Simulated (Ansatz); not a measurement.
**CH6BGe radical: a ladder of functionals and wavefunction methods**

The task here is to estimate one member of a computed series from the others.

Program: Ansatz 0.2.0, Gaussian basis. Level of theory: functionals in def2-TZVPP, the program's frozen cores in correlated methods. These are calculated values, not measurements.

Levels to be run: LDA (SPW92), PBE-D4, revPBE-D4, BLYP-D4, r2SCAN-D4, B97M-V, PBE0-D4, B3LYP-D4, r2SCANh-D4, r2SCAN0-D4, HSE06-D4, BHLYP-D4, CAM-B3LYP-D4, LC-ωPBE, ωB97X-V, ωB97M-V, B2PLYP, PBE-QIDH; CCSD(T)/def2-SVP; CCSD(T)/def2-TZVPP; MP2/def2-QZVPP; extrapolation to the limit; RPA on PBE.

### The relaxed structure

The geometry comes from an earlier relaxation with PBE0-D4 in a triple-zeta def2 set; it is a stationary point, not always the lowest conformer.

SMILES `C[B][GeH3]`, 9 atoms, charge 0, spin multiplicity 2.

Atoms are counted from 1 here; the program's logs count them from 0.

Bond lengths: C1–B2 1.533 Å, C1–H4 1.093 Å, C1–H5 1.104 Å, C1–H6 1.096 Å, B2–Ge3 2.042 Å, Ge3–H7 1.540 Å, Ge3–H8 1.540 Å, Ge3–H9 1.549 Å. Angles: B2–C1–H4 115.4°, B2–C1–H5 103.7°, B2–C1–H6 114.6°, H4–C1–H5 106.5°, H4–C1–H6 109.8°, H5–C1–H6 105.9°, C1–B2–Ge3 136.6°, B2–Ge3–H7 109.1°, B2–Ge3–H8 108.7°, B2–Ge3–H9 116.4°, H7–Ge3–H8 107.4°, H7–Ge3–H9 107.6°, H8–Ge3–H9 107.4°.

Set-up of the first run:

The input, in.yaml:

```yaml
crystal:
  periodic: [false, false, false]
  atoms:
    - {symbol: C, position_ang: [-0.798846, 1.107249, -0.998440]}
    - {symbol: B, position_ang: [-0.086784, -0.219613, -0.710980]}
    - {symbol: Ge, position_ang: [0.751333, -1.131077, 0.912287]}
    - {symbol: H, position_ang: [-1.378407, 1.136965, -1.924221]}
    - {symbol: H, position_ang: [0.028914, 1.827010, -1.123002]}
    - {symbol: H, position_ang: [-1.405457, 1.488288, -0.168766]}
    - {symbol: H, position_ang: [2.250161, -1.358140, 0.642992]}
    - {symbol: H, position_ang: [0.100318, -2.515063, 1.091038]}
    - {symbol: H, position_ang: [0.627268, -0.382019, 2.261892]}
basis:
  gaussian: {orbitals: def2-TZVPP}
magnetization: {spin_polarized: true, initial_magnetization: 1}
hamiltonian: {xc: lda}
output: {orbitals: {seedname: orbitals}}
```

Launch:

```bash
$ ansatz run in.yaml --threads 4 --pin off --events-out ev --progress --plain --max-ram 10444MiB
```

Among the steps run: LDA; PBE-D4 (GGA); revPBE-D4 (GGA); BLYP-D4 (GGA); r2SCAN-D4 (meta-GGA); B97M-V (meta-GGA); B3LYP-D4 (hybrid); r2SCANh-D4 (hybrid); r2SCAN0-D4 (hybrid); HSE06-D4 (hybrid); BHLYP-D4 (hybrid); CAM-B3LYP-D4 (range-separated); LC-ωPBE (range-separated); ωB97X-V (range-separated); ωB97M-V (range-separated); B2PLYP (double hybrid); PBE-QIDH (double hybrid).

One of the session's tables, all rows but one given; the rest of the session is left out.

It belongs to the step «Frontier levels by functional». 

```
  functional  HOMO (eV)  LUMO (eV)  gap (eV)
 LDA (SPW92)      -4.07      -3.13      0.94
      PBE-D4      -4.14      -2.91      1.23
   revPBE-D4      -4.13      -2.83      1.30
     BLYP-D4          ?          ?         ?
   r2SCAN-D4      -4.49      -2.63      1.86
      B97M-V      -4.22      -2.74      1.48
     PBE0-D4      -5.30      -1.93      3.37
    B3LYP-D4      -5.04      -2.07      2.97
  r2SCANh-D4      -4.92      -2.29      2.63
  r2SCAN0-D4      -5.56      -1.77      3.79
    HSE06-D4      -4.90      -2.32      2.58
    BHLYP-D4      -6.30      -0.77      5.53
CAM-B3LYP-D4      -6.54      -0.70      5.84
     LC-ωPBE      -7.98       0.41      8.39
     ωB97X-V      -7.45       0.36      7.81
     ωB97M-V      -7.11       0.09      7.20
```

Q: Estimate the row for BLYP-D4 from the others.

Worked estimate for «HOMO (eV)». Against the share of exact exchange, B3LYP-D4 (0.2, -5.04), BHLYP-D4 (0.5, -6.30) give a slope of -4.20 per unit share; at 0 the line stands at -4.20.

As computed: HOMO (eV): -3.97; LUMO (eV): -2.69; gap (eV): 1.28. In «HOMO (eV)» the line misses by -0.23.
